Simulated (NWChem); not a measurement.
# One shape, several levels: CH5FOSn (SMILES FC[O][SnH3])

Wanted: a comparison of 3 runs (HF/STO-3G, HF/3-21G, PBE0/3-21G) of CH5FOSn. 

The calculation is run with NWChem 7.3.0.

**1. The system as given**

CH5FOSn: 9 atoms, total charge 0, spin state singlet. As SMILES, `FC[O][SnH3]`. The coordinates come from a PBE0-D4/def2-TZVP relaxation. This is one conformer, not always the lowest.

Bond lengths: F1–C2 1.398 Å, C2–O3 1.354 Å, O3–Sn4 1.991 Å, C2–H5 1.100 Å, C2–H6 1.095 Å, Sn4–H7 1.705 Å, Sn4–H8 1.700 Å, Sn4–H9 1.699 Å. Some angles: F1–C2–O3 110.7°, C2–O3–Sn4 118.4°, F1–C2–H5 105.2°, F1–C2–H6 106.7°, O3–C2–H5 113.4°, O3–C2–H6 109.7°, O3–Sn4–H7 106.3°, O3–Sn4–H8 101.6°, O3–Sn4–H9 108.3°, H5–C2–H6 110.9°.

**2. Energy and forces at HF/STO-3G (run 1)**

The input, calc.nw:

```
start calc
title "CH5FOSn"
memory 2200 mb
geometry units angstrom noautosym nocenter noautoz
  F    -0.596800    1.754200    0.031500
  C    -1.291500    0.566100    0.277800
  O    -0.736000   -0.463400   -0.405000
  Sn    1.239300   -0.701500   -0.319700
  H    -1.258800    0.434000    1.369300
  H    -2.319100    0.724600   -0.066100
  H     1.690100   -0.390300    1.294800
  H     1.407800   -2.333100   -0.765300
  H     1.953500    0.363100   -1.434400
end
basis spherical bse
  * library STO-3G
end
scf
  thresh 1e-08
  maxiter 80
end
task scf gradient
```

On the command line:

```bash
$ nwchem calc.nw > calc.out
```

Output:

```text
[...]
  functions       =    47
[...]
  wavefunction    = RHF
[...]
         Total SCF energy =  -6175.501265158433
      One-electron energy =  -9306.533958770970
      Two-electron energy =   2747.776645412998
 Nuclear repulsion energy =    383.256048199539
        Time for solution =      8.0s
[...]
                         RHF ENERGY GRADIENTS
    atom               coordinates                        gradient
                 x          y          z           x          y          z
   1 F      -1.127788   3.314957   0.059526   -0.002982   0.001419   0.000579
   2 C      -2.440581   1.069774   0.524966   -0.003490  -0.045261  -0.011497
   3 O      -1.390838  -0.875699  -0.765339   -0.036508   0.044767   0.025254
   4 Sn      2.341937  -1.325643  -0.604145    0.009836  -0.003493  -0.001626
   5 H      -2.378787   0.820141   2.587602    0.008724   0.003327  -0.010849
   6 H      -4.382464   1.369295  -0.124911    0.013350   0.001562  -0.003443
   7 H       3.193826  -0.737560   2.446817    0.003857   0.005327   0.025149
   8 H       2.660356  -4.408920  -1.446207   -0.000816  -0.023830  -0.006848
   9 H       3.691580   0.686160  -2.710623    0.008028   0.016182  -0.016719
[...]
```

It took 12 s on 1 thread of Intel Xeon 6975P-C (Granite Rapids), shared host; peak memory 0.097 GiB.

**3. Energy and gradient at HF/3-21G (run 2)**

The input, run.xyz:

```xyz
9
CH5FOSn hf
F     -0.596800     1.754200     0.031500
C     -1.291500     0.566100     0.277800
O     -0.736000    -0.463400    -0.405000
Sn     1.239300    -0.701500    -0.319700
H     -1.258800     0.434000     1.369300
H     -2.319100     0.724600    -0.066100
H      1.690100    -0.390300     1.294800
H      1.407800    -2.333100    -0.765300
H      1.953500     0.363100    -1.434400
```

The input, run.nw:

```
START run
TITLE "CH5FOSn hf"
memory stack 880 mb heap 220 mb global 1100 mb
charge 0
GEOMETRY units angstroms noautosym nocenter noautoz
  load format xyz run.xyz
END
BASIS spherical bse
  * library 3-21G
END
SCF
  thresh 1e-08
  maxiter 80
  print low
END
TASK scf gradient
```

On the command line:

```bash
$ nwchem run.nw > run.out
```

Output:

```text
[...]
  functions       =    68
[...]
  wavefunction    = RHF
[...]
         Total SCF energy =  -6210.173600102108
      One-electron energy =  -9332.660878684890
      Two-electron energy =   2739.231230383242
 Nuclear repulsion energy =    383.256048199539
        Time for solution =      7.1s
[...]
                         RHF ENERGY GRADIENTS
    atom               coordinates                        gradient
                 x          y          z           x          y          z
   1 F      -1.127788   3.314957   0.059526   -0.011053  -0.009480   0.001969
   2 C      -2.440581   1.069774   0.524966    0.037632  -0.007336  -0.014682
   3 O      -1.390838  -0.875699  -0.765339   -0.025121   0.013537   0.002234
   4 Sn      2.341937  -1.325643  -0.604145    0.019145  -0.000984   0.007631
   5 H      -2.378787   0.820141   2.587602    0.002464  -0.000301   0.011185
   6 H      -4.382464   1.369295  -0.124911   -0.010465   0.001689  -0.006989
   7 H       3.193826  -0.737560   2.446817   -0.002675  -0.001327  -0.007950
   8 H       2.660356  -4.408920  -1.446207   -0.003942   0.008609   0.001504
   9 H       3.691580   0.686160  -2.710623   -0.005986  -0.004408   0.005096
 Task  times  cpu:       11.0s     wall:       11.0s
[...]
```

Wall time 12 s (1 thread of Intel Xeon 6975P-C (Granite Rapids), shared host); peak memory 0.099 GiB.

**4. Energy and gradient at PBE0/3-21G (run 3)**

The input, run.py:

```python
from ase import Atoms
from ase.calculators.nwchem import NWChem

molecule = Atoms('FCOSnHHHHH', positions=[
    [-0.596800, 1.754200, 0.031500],
    [-1.291500, 0.566100, 0.277800],
    [-0.736000, -0.463400, -0.405000],
    [1.239300, -0.701500, -0.319700],
    [-1.258800, 0.434000, 1.369300],
    [-2.319100, 0.724600, -0.066100],
    [1.690100, -0.390300, 1.294800],
    [1.407800, -2.333100, -0.765300],
    [1.953500, 0.363100, -1.434400],
])

calc = NWChem(
    label='input',
    theory='dft',
    memory='2200 mb',
    basis='3-21G',
    basispar='spherical bse',
    dft={'xc': 'pbe0', 'mult': '1', 'grid': 'xfine', 'convergence': 'energy 1e-08', 'iterations': '100', 'mulliken': None},
)
molecule.calc = calc

forces = molecule.get_forces()
print("Total energy (eV):", round(molecule.get_potential_energy(), 6))
print("forces (eV/A):")
for s, f in zip(molecule.symbols, forces):
    print(f"{s:2s} {f[0]:10.5f} {f[1]:10.5f} {f[2]:10.5f}")
print("dipole (e A):", molecule.get_dipole_moment().round(4))
```

On the command line:

```bash
$ export ASE_NWCHEM_COMMAND="nwchem PREFIX.nwi > PREFIX.nwo"
$ python run.py
```

Output:

```text
Total energy (eV): -169069.583428
forces (eV/A):
F     0.79509    1.07205   -0.18640
C    -1.13144    0.30298    0.67867
O     0.59063   -1.25079   -0.61557
Sn   -0.64812    0.20435   -0.16738
H    -0.16321   -0.08253    0.11765
H    -0.09816   -0.12300    0.11159
H     0.18800    0.08809    0.50923
H     0.13113   -0.49062   -0.11591
H     0.33609    0.27943   -0.33188
dipole (e A): [ 0.2007 -0.1745  0.1796]
```

The calculator wrote input.nwi:

```
title "input"

permanent_dir input

scratch_dir input

start input

geometry units angstrom nocenter noautosym noautoz
  F  -5.9680000000000000e-01 1.7542000000000000e+00 3.1500000000000000e-02
  C  -1.2915000000000001e+00 5.6610000000000005e-01 2.7779999999999999e-01
  O  -7.3599999999999999e-01 -4.6339999999999998e-01 -4.0500000000000003e-01
  Sn 1.2393000000000001e+00 -7.0150000000000001e-01 -3.1969999999999998e-01
  H  -1.2587999999999999e+00 4.3400000000000000e-01 1.3693000000000000e+00
  H  -2.3191000000000002e+00 7.2460000000000002e-01 -6.6100000000000006e-02
  H  1.6900999999999999e+00 -3.9029999999999998e-01 1.2948000000000000e+00
  H  1.4077999999999999e+00 -2.3331000000000000e+00 -7.6529999999999998e-01
  H  1.9535000000000000e+00 3.6309999999999998e-01 -1.4343999999999999e+00
end

memory 2200 mb

basis spherical bse noprint
   * library 3-21G
end

dft
  xc pbe0
  mult 1
  grid xfine
  convergence energy 1e-08
  iterations 100
  mulliken
end

task dft gradient
```

input.nwo, cut to the lines that bear on the results:

```text
[...]
         Total DFT energy =    -6213.192642119377
[...]
  wavefunction    = closed shell
                         DFT ENERGY GRADIENTS
    atom               coordinates                        gradient
                 x          y          z           x          y          z
   1 F      -1.127788   3.314957   0.059526   -0.015462  -0.020848   0.003625
   2 C      -2.440581   1.069774   0.524966    0.022003  -0.005892  -0.013198
   3 O      -1.390838  -0.875699  -0.765339   -0.011486   0.024324   0.011971
[... 5 lines of this table left out ...]
   9 H       3.691580   0.686160  -2.710623   -0.006536  -0.005434   0.006454
[...]
```

Run time: 32 s. Hardware: 1 thread of Intel Xeon 6975P-C (Granite Rapids), shared host; peak memory 0.14 GiB.

**5. All runs side by side**

| run | level | iteration cap | module | energy (Eh) | dipole moment (D) | HOMO energy (eV) | LUMO energy (eV) | wall time |
| --- | --- | --- | --- | --- | --- | --- | --- | --- |
| 1 | HF/STO-3G | 80 | scf | -6175.501265 | 1.69 | -8.39 | 10.06 | 12 s |
| 2 | HF/3-21G | 80 | scf | -6210.173600 | – | – | – | 12 s |
| 3 | PBE0/3-21G | 100 | dft | -6213.192642 | 1.54 | -7.44 | 0.14 | 32 s |

**6. Summary of results**

```
                       quantity           value
            run 3: total energy  -6213.19264 Eh
           run 3: dipole moment          1.54 D
             run 3: HOMO energy        -7.44 eV
             run 3: LUMO energy         0.14 eV
           run 3: HOMO–LUMO gap         7.58 eV
run 3: largest force on an atom      1.514 eV/Å
```

In run 1 the basis is minimal, so the values are rough. In runs 1, 2, 3 relativity is left out where basis or elements ask for it. All runs together took 56 s, the longest 32 s.
